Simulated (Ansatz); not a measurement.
# TaRu: stiffness from strained cells, part 2 of 2

Aim: the elastic tensor from the stress of slightly strained cells, and the moduli that follow. Runs: cell and atoms relaxed (PAW); reference run (PAW).

Ansatz 0.2.0; DFT PBEsol. The steps go on from the part before.

**3. Reference run, PAW**

Input file input.yaml:

```yaml
crystal:
  lattice:
    - [3.02505597146, 0.0, 0.0]
    - [0.0, 3.02505597146, 0.0]
    - [0.0, 0.0, 3.38582431529]
  atoms:
    - { symbol: Ta, position: [0.5, 0.5, 0.5] }
    - { symbol: Ru, position: [0.0, 0.0, 0.0] }
kpoints:
  mp_grid: { grid: [14, 14, 12] }
scf:
  occupations: { method: fermi_dirac, width: 0.1 }
hamiltonian:
  xc: pbesol
  pseudopotentials: { kind: paw }
elastic:
  mode: relaxed_ion
  stencil: two_point
  amplitude: 0.005
```

Command:

```bash
> ansatz run input.yaml --threads 1 --pin off --max-ram 2560MiB --backend cpu --events-out ev --progress --plain --runs-dir out
```

The program printed:

```text
Engine: ansatz 0.2.0
Pseudopotentials: kind: paw
Pseudopotential: Ta, paw, valence charge 13, recommended cutoff 420 eV (normal), Ta.paw.azcp
Pseudopotential: Ru, paw, valence charge 16, recommended cutoff 420 eV (normal), Ru.paw.azcp
Functional definition: PBEsol
  exchange = pbesol_x
  correlation = pbesol_c
Crystal: 2 atoms, lattice volume = 30.984 Å³
Basis set: ecut = 420 eV, 595 PW (Γ), exchange–correlation on 48×48×48 points (8 copies of the dense FFT grid, shifted against one another)
Bands: 19, of which v1, the nominal top of the filled ones, is band 15 counted from 1 (14 counted from 0)
Symmetry: 16 space group operations
Space group: P4/mmm (ITA 123), of the structure as read, at distance tolerance 3.1e-5 Å
k-points: 252 of 2352
Non-local potential: Ta, projectors of the file, l = 0: 3, l = 1: 2, l = 2: 2, l = 3: 1
Non-local potential: Ru, projectors of the file, l = 0: 3, l = 1: 2, l = 2: 2, l = 3: 1
PAW form: soft (Blöchl's): semilocal exchange-correlation on the pseudo side does not see the compensation charge
PAW frozen core: Ta, regenerated for the run's functional, and the local potential with it (the file was generated under x = pbe(κ = 0.804, μ = 0.2195149727645171), c = pbe(β = 0.06672455060314922))
PAW frozen core: Ru, regenerated for the run's functional, and the local potential with it (the file was generated under x = pbe(κ = 0.804, μ = 0.2195149727645171), c = pbe(β = 0.06672455060314922))
PAW one-centre angular grid: Ta, 590 points (default); XC on 64 Gauss nodes
PAW one-centre angular grid: Ru, 590 points (default); XC on 64 Gauss nodes
Initial density: superposition of atomic densities (neutral atoms: chi_scale 0, normalization atom), corrected by the library's trained network
Initial wavefunctions: pseudopotential atomic-orbital guess
Functional: x = pbesol(κ = 0.804, μ = 0.12345679012345678), c = pbesol(β = 0.046)
SCF iter   1: F=—  HF=-15623.623167 eV  |F-HF|=—  |Δ(HF+E_count)|=         —  Δρ=9.16e-3  dr2=3.06e-2  ethr=1.77e-3  ⟨swp⟩=5.0  Hψ=20321  notcnv=0
preconditioner: auto → none  [metal: Δε(μ)=0.021 eV  Ē_g=5.695 eV  σ=0.100 eV  W_gap=0.05  n_scr=6 (ndim 8)  ℏωp=24.1 eV  f_vac=0.000  D(μ)=1.89/eV (n_scr^D=18)  sad-step TF]
SCF iter   2: F=—  HF=-15623.620671 eV  |F-HF|=—  |Δ(HF+E_count)|=   2.50e-3  Δρ=5.02e-3  dr2=1.04e-2  ethr=1.06e-4  ⟨swp⟩=1.4  Hψ=6954  notcnv=0
SCF iter   3: F=—  HF=-15623.619276 eV  |F-HF|=—  |Δ(HF+E_count)|=   1.39e-3  Δρ=6.40e-4  dr2=1.47e-4  ethr=3.60e-5  ⟨swp⟩=1.8  Hψ=6255  notcnv=0
SCF iter   4: F=—  HF=-15623.619257 eV  |F-HF|=—  |Δ(HF+E_count)|=   1.92e-5  Δρ=1.09e-4  dr2=2.09e-6  ethr=5.07e-7  ⟨swp⟩=2.2  Hψ=7113  notcnv=0
SCF iter   5: F=—  HF=-15623.619276 eV  |F-HF|=—  |Δ(HF+E_count)|=   1.91e-5  Δρ=3.40e-5  dr2=4.11e-7  ethr=7.22e-9  ⟨swp⟩=2.2  Hψ=8361  notcnv=0
SCF iter   6: F=—  HF=-15623.619276 eV  |F-HF|=—  |Δ(HF+E_count)|=   1.31e-7  Δρ=4.43e-6  dr2=3.94e-9  ethr=1.42e-9  ⟨swp⟩=2.2  Hψ=6811  notcnv=0
SCF iter   7: F=—  HF=-15623.619276 eV  |F-HF|=—  |Δ(HF+E_count)|=  4.18e-10  Δρ=8.35e-7  dr2=1.69e-10  ethr=1.36e-11  ⟨swp⟩=2.1  Hψ=8264  notcnv=0
SCF iter   8: F=—  HF=-15623.619276 eV  |F-HF|=—  |Δ(HF+E_count)|=  2.18e-11  Δρ=1.09e-7  dr2=3.41e-12  ethr=5.81e-13 (applied; sched 1.00e-12)  ⟨swp⟩=2.2  Hψ=6963  notcnv=0
SCF iter   9: F=-15623.619276 eV  HF=-15623.619276 eV  |F-HF|=3.64e-12  |Δ(HF+E_count)|=  3.64e-12  Δρ=9.43e-9  dr2=2.19e-14  ethr=1.00e-12  ⟨swp⟩=3.4  Hψ=19358  notcnv=0
the search or the solves at the SCF's close seem to have found levels that the self-consistency loop had missed (the run counts 2). By its estimate they hold under 1e-12 electrons; where the run keeps them, the occupations were computed again with them
SCF 1 converged in 9 iterations: F = -15623.619276 eV  dr2 = 2.19e-14
Crystal: 2 atoms, lattice volume = 30.829 Å³
Symmetry: 8 space group operations
k-points: 448 of 2352
Initial density: handed on by an earlier stage of this run
Initial wavefunctions: those handed on with the density
iter 1 solved again at ethr=3.74e-6 eV; its pass at ethr=3.10e-3 eV (dr2=1.09e-3 eV) is discarded
[... 1 line left out ...]
preconditioner: auto → none  [metal: Δε(μ)=0.019 eV  Ē_g=5.723 eV  σ=0.100 eV  W_gap=0.05  n_scr=6 (ndim 8)  ℏωp=24.1 eV  f_vac=0.000  D(μ)=1.85/eV (n_scr^D=18)]
[... 8 lines left out ...]
SCF 2 converged in 9 iterations: F = -15623.618259 eV  dr2 = 1.17e-14
Crystal: 2 atoms, lattice volume = 31.138 Å³
Basis set: ecut = 420 eV, 599 PW (Γ), exchange–correlation on 48×48×48 points (8 copies of the dense FFT grid, shifted against one another)
[... 2 lines left out ...]
preconditioner: auto → none  [metal: Δε(μ)=0.007 eV  Ē_g=5.663 eV  σ=0.100 eV  W_gap=0.02  n_scr=6 (ndim 8)  ℏωp=24.0 eV  f_vac=0.000  D(μ)=1.87/eV (n_scr^D=18)]
[... 6 lines left out ...]
SCF 3 converged in 7 iterations: F = -15623.618314 eV  dr2 = 1.16e-14
[... 2 lines left out ...]
preconditioner: auto → none  [metal: Δε(μ)=0.020 eV  Ē_g=5.725 eV  σ=0.100 eV  W_gap=0.05  n_scr=6 (ndim 8)  ℏωp=24.1 eV  f_vac=0.000  D(μ)=1.86/eV (n_scr^D=18)]
[... 8 lines left out ...]
SCF 4 converged in 9 iterations: F = -15623.618340 eV  dr2 = 2.72e-14
[... 2 lines left out ...]
preconditioner: auto → none  [metal: Δε(μ)=0.018 eV  Ē_g=5.660 eV  σ=0.100 eV  W_gap=0.04  n_scr=6 (ndim 8)  ℏωp=24.0 eV  f_vac=0.000  D(μ)=1.86/eV (n_scr^D=18)]
[... 6 lines left out ...]
SCF 5 converged in 7 iterations: F = -15623.618363 eV  dr2 = 9.07e-15
Crystal: 2 atoms, lattice volume = 30.983 Å³
Symmetry: 4 space group operations
k-points: 688 of 2352
[... 2 lines left out ...]
preconditioner: auto → none  [metal: Δε(μ)=0.002 eV  Ē_g=5.695 eV  σ=0.100 eV  W_gap=0.01  n_scr=6 (ndim 8)  ℏωp=24.1 eV  f_vac=0.000  D(μ)=1.85/eV (n_scr^D=18)]
[... 6 lines left out ...]
SCF 6 converged in 7 iterations: F = -15623.619099 eV  dr2 = 6.72e-14
[... 2 lines left out ...]
preconditioner: auto → none  [metal: Δε(μ)=0.002 eV  Ē_g=5.695 eV  σ=0.100 eV  W_gap=0.00  n_scr=6 (ndim 8)  ℏωp=24.1 eV  f_vac=0.000  D(μ)=1.85/eV (n_scr^D=18)]
[... 5 lines left out ...]
SCF 7 converged in 6 iterations: F = -15623.619099 eV  dr2 = 3.38e-15
k-points: 399 of 2352
[... 2 lines left out ...]
preconditioner: auto → none  [metal: Δε(μ)=0.014 eV  Ē_g=5.695 eV  σ=0.100 eV  W_gap=0.03  n_scr=6 (ndim 8)  ℏωp=24.1 eV  f_vac=0.000  D(μ)=1.85/eV (n_scr^D=18)]
[... 2 lines left out ...]
SCF iter   4: F=—  HF=-15623.619103 eV  |F-HF|=—  |Δ(HF+E_count)|=   5.51e-7  Δρ=1.48e-6  dr2=3.14e-10  ethr=6.47e-11  ⟨swp⟩=2.3  Hψ=13185  notcnv=0
SCF iter   5: F=—  HF=-15623.619103 eV  |F-HF|=—  |Δ(HF+E_count)|=  5.82e-11  Δρ=4.16e-7  dr2=1.91e-11  ethr=1.08e-12  ⟨swp⟩=2.3  Hψ=13461  notcnv=0
SCF iter   6: F=—  HF=-15623.619103 eV  |F-HF|=—  |Δ(HF+E_count)|=  7.28e-12  Δρ=6.67e-8  dr2=6.41e-13  ethr=6.58e-14 (applied; sched 1.00e-12)  ⟨swp⟩=2.2  Hψ=11360  notcnv=0
SCF iter   7: F=-15623.619103 eV  HF=-15623.619103 eV  |F-HF|=3.64e-12  |Δ(HF+E_count)|=    0.00e0  Δρ=1.25e-8  dr2=2.70e-14  ethr=1.00e-12  ⟨swp⟩=4.2  Hψ=26970  notcnv=0
SCF 8 converged in 7 iterations: F = -15623.619103 eV  dr2 = 2.70e-14
iter 1 solved again at ethr=8.39e-11 eV; its pass at ethr=3.10e-3 eV (dr2=2.43e-8 eV) is discarded
SCF iter   1: F=—  HF=-15623.619084 eV  |F-HF|=—  |Δ(HF+E_count)|=         —  Δρ=1.34e-5  dr2=2.34e-8  ethr=8.39e-11  ⟨swp⟩=2.8  Hψ=41148  notcnv=0
SCF iter   2: F=—  HF=-15623.619103 eV  |F-HF|=—  |Δ(HF+E_count)|=   1.95e-5  Δρ=5.07e-6  dr2=2.00e-9  ethr=8.08e-11  ⟨swp⟩=2.7  Hψ=12566  notcnv=0
SCF iter   3: F=—  HF=-15623.619103 eV  |F-HF|=—  |Δ(HF+E_count)|=  1.93e-10  Δρ=1.26e-6  dr2=1.09e-10  ethr=6.88e-12  ⟨swp⟩=1.0  Hψ=7585  notcnv=0
SCF iter   4: F=—  HF=-15623.619103 eV  |F-HF|=—  |Δ(HF+E_count)|=    0.00e0  Δρ=1.41e-7  dr2=3.20e-12  ethr=3.74e-13 (applied; sched 1.00e-12)  ⟨swp⟩=2.5  Hψ=12686  notcnv=0
SCF iter   5: F=-15623.619103 eV  HF=-15623.619103 eV  |F-HF|=7.28e-12  |Δ(HF+E_count)|=  3.64e-12  Δρ=2.32e-8  dr2=6.48e-14  ethr=1.00e-12  ⟨swp⟩=3.2  Hψ=31463  notcnv=0
SCF 9 converged in 5 iterations: F = -15623.619103 eV  dr2 = 6.48e-14
SCF converged after 9 iterations
Free energy (F): -15623.619276 eV
Harris-Foulkes:  -15623.619276 eV  (|F-HF|=3.64e-12)
Internal energy: -15623.557801 eV  (E = F + TS)
E sigma→0 (E₀):  -15623.588538 eV
Entropy (-TS):   -0.061475 eV (-30.738 meV/atom)
Fermi energy:    21.733186 eV
--- Per-component energies (eV) ---
  E_band       = -161.756383
  E_kinetic    = 881.759225
  E_local      = -1896.258825  (includes V_loc(G=0)·N_el)
  E_nonlocal   = 362.174941
  E_hartree    = 635.957647
  E_xc         = -407.176394
  E_vxc        = -443.418151  (∫ρ·V_xc dr)
  E_paw        = -11672.178444  (= ΣΔE_a)
  E_vpaw       = -337.928801  (= ΣTr[D̂ρ^β])
  E_aug_tail   = -0.000068  (compensation charges beyond the density's cutoff)
  E_ewald      = -3528.302824
  E_core_change = 0.466942  (= ΣΔE_core)
  E_smearing   = -0.061475  (= −TS)
  E_closure    = 0.000000  (closes the sum)
  Σ components = -15623.619276   (vs F -15623.619276, Δ=0.00e0)
--- Forces (eV/Å), atoms counted from 1 ---
  atom   1  Ta    -0.00000000    -0.00000000     0.00000000
  atom   2  Ru    -0.00000000     0.00000000     0.00000000
  max |Σ_I F_I| component: 6.31e-30 eV/Å
--- Stress (GPa, compression-positive) ---
        0.016566       0.000000       0.000000
        0.000000       0.016566       0.000000
        0.000000       0.000000       0.005503
  P = ⅓ Tr σ = 0.0129 GPa (0.129 kbar)
--- Band table (eV; the first three rows and the last of 252) ---
  k-point 0: bands = ["-51.1157", "-46.5211", "-21.1535", "-21.0895", "-21.0895", "-12.9623", "-12.8059", "-12.8059", "12.9810", "15.7386", "15.9879", "19.3435", "19.3435", "20.2888", "22.1522", "23.6249", "26.2287", "26.3510", "26.3510"]
  k-point 1: bands = ["-51.1154", "-46.5211", "-21.1556", "-21.0887", "-21.0887", "-12.9765", "-12.8068", "-12.8068", "13.1174", "15.8331", "16.0552", "19.3667", "19.3667", "20.3260", "21.9871", "23.5998", "25.9565", "25.9565", "26.1477"]
  k-point 2: bands = ["-51.1143", "-46.5210", "-21.1615", "-21.0865", "-21.0865", "-13.0151", "-12.8093", "-12.8093", "13.5145", "16.0966", "16.2548", "19.4377", "19.4377", "20.4319", "21.5328", "23.4899", "25.1055", "25.1055", "25.9242"]
  k-point 251: bands = ["-51.0831", "-46.4699", "-21.2383", "-21.2383", "-21.1555", "-13.2569", "-13.2569", "-13.0685", "17.8245", "18.3051", "18.3051", "18.4347", "19.1621", "19.1621", "21.3926", "22.1259", "25.5452", "27.1264", "29.5083"]
--- Elastic constants: 4 strain directions × 2 members + reference (group order 16) ---
  dense FFT box of the reference and of every strained cell: 24×24×24
  strains applied: 11, 33, 23, 12; error gains: componentwise 1.00 (the most a stress slope's error grows in a printed constant), spectral 1.41 (1 for all six strains in a standard setting)
  C = ∂σ_k/∂η_j (tension-positive GPa; Voigt order 11 22 33 23 13 12):
       410.382    198.872    214.329      0.000      0.000     -0.000
       198.872    410.382    214.329      0.000      0.000     -0.000
       214.293    214.293    382.915      0.000      0.000     -0.000
         0.000      0.000      0.000     73.649      0.000      0.000
         0.000      0.000      0.000      0.000     73.649      0.000
        -0.000     -0.000     -0.000      0.000      0.000     71.682
  reference stress σ⁰ (GPa):     -0.017     -0.017     -0.006     -0.000     -0.000     -0.000
  C* (energy form; C + prestress term) asymmetry max|C*_kj − C*_jk| = 2.521e-2 GPa — a small one proves nothing (zero by symmetry where the batch's group is 432, −43m or m−3m); a large one is finite-difference/SCF noise where every solve meets its electron count
  moduli (Voigt/Reuss/Hill, GPa): K = 273.19/273.12/273.15   G = 82.21/80.45/81.33   E = 221.96   ν = 0.365
  mechanically stable: yes (min eigenvalue of sym C = 71.68 GPa)
  strain η (Voigt 11):  stress-route row diagonal C_11 = 410.38 GPa, energy-path curvature d²(F+E_count+ΔE)/dδ²/Ω₀ = 410.44 GPa
         δ    σ_11 (GPa)             F (eV)   n_scf  n_hpsi   n_pw
    -5.000e-3      -2.1067      -15623.6182586       9  160842    618   relax 0 steps, max|allowed force component| 1.02e-28 eV/Å
     5.000e-3       1.9971      -15623.6183136       7  136375    624   relax 0 steps, max|allowed force component| 9.45e-29 eV/Å
  strain η (Voigt 33):  stress-route row diagonal C_33 = 382.91 GPa, energy-path curvature d²(F+E_count+ΔE)/dδ²/Ω₀ = 383.03 GPa
         δ    σ_33 (GPa)             F (eV)   n_scf  n_hpsi   n_pw
    -5.000e-3      -1.9379      -15623.6183405       9   92560    624   relax 0 steps, max|allowed force component| 2.56e-30 eV/Å
     5.000e-3       1.8912      -15623.6183632       7   76343    624   relax 0 steps, max|allowed force component| 1.16e-29 eV/Å
  strain η (Voigt 23):  stress-route row diagonal C_44 = 73.65 GPa, energy-path curvature d²(F+E_count+ΔE)/dδ²/Ω₀ = 73.65 GPa
         δ    σ_23 (GPa)             F (eV)   n_scf  n_hpsi   n_pw
    -5.000e-3      -0.3682      -15623.6190994       7  215935    620   relax 0 steps, max|allowed force component| 1.06e-29 eV/Å
     5.000e-3       0.3682      -15623.6190994       6  189107    620   relax 0 steps, max|allowed force component| 4.75e-29 eV/Å
  strain η (Voigt 12):  stress-route row diagonal C_66 = 71.68 GPa, energy-path curvature d²(F+E_count+ΔE)/dδ²/Ω₀ = 71.70 GPa
         δ    σ_12 (GPa)             F (eV)   n_scf  n_hpsi   n_pw
    -5.000e-3      -0.3584      -15623.6191034       7  128114    624   relax 0 steps, max|allowed force component| 1.26e-29 eV/Å
     5.000e-3       0.3584      -15623.6191034       5  110558    624   relax 0 steps, max|allowed force component| 1.26e-29 eV/Å
```

It took 2 min on 1 thread of Arm Neoverse V1, shared host; peak memory 0.63 GiB.

C in GPa (Voigt order xx, yy, zz, yz, xz, xy):

```
410.4 198.9 214.3   0.0   0.0   0.0
198.9 410.4 214.3   0.0   0.0   0.0
214.3 214.3 382.9   0.0   0.0   0.0
  0.0   0.0   0.0  73.6   0.0   0.0
  0.0   0.0   0.0   0.0  73.6   0.0
  0.0   0.0   0.0   0.0   0.0  71.7
```

**4. Side by side**

```
              run    C11    C12    C13    C33   C44   C66      K     G      E  Poisson ratio
ions relaxed, PAW  410.4  198.9  214.3  382.9  73.6  71.7  273.2  81.3  222.0          0.365
```

Constants and moduli in GPa; K, G and E are Hill averages.

**5. Summary of results**

This closing draws on all 2 parts.

| quantity | value |
| --- | --- |
| C11 (PAW) | 410 GPa |
| C12 (PAW) | 199 GPa |
| C13 (PAW) | 214 GPa |
| C33 (PAW) | 383 GPa |
| C44 (PAW) | 74 GPa |
| C66 (PAW) | 72 GPa |
| bulk, shear and Young's modulus | 273, 81, 222 GPa |
| Debye temperature from sound speeds | 312 K |
| universal anisotropy index | 0.11 |

**Reading.** All eigenvalues are positive, so the crystal is mechanically stable; by PAW K = 273 and G = 81 GPa, K/G = 3.36, on the ductile side of Pugh's rough line at 1.75, which was drawn for metals. Young's modulus runs from 201 to 269 GPa with direction. Cautions: frozen-core PAW files fitted under PBE, their cores solved anew for the functional of the run; responses of metals move with mesh and smearing; no spin-orbit coupling on heavy atoms.
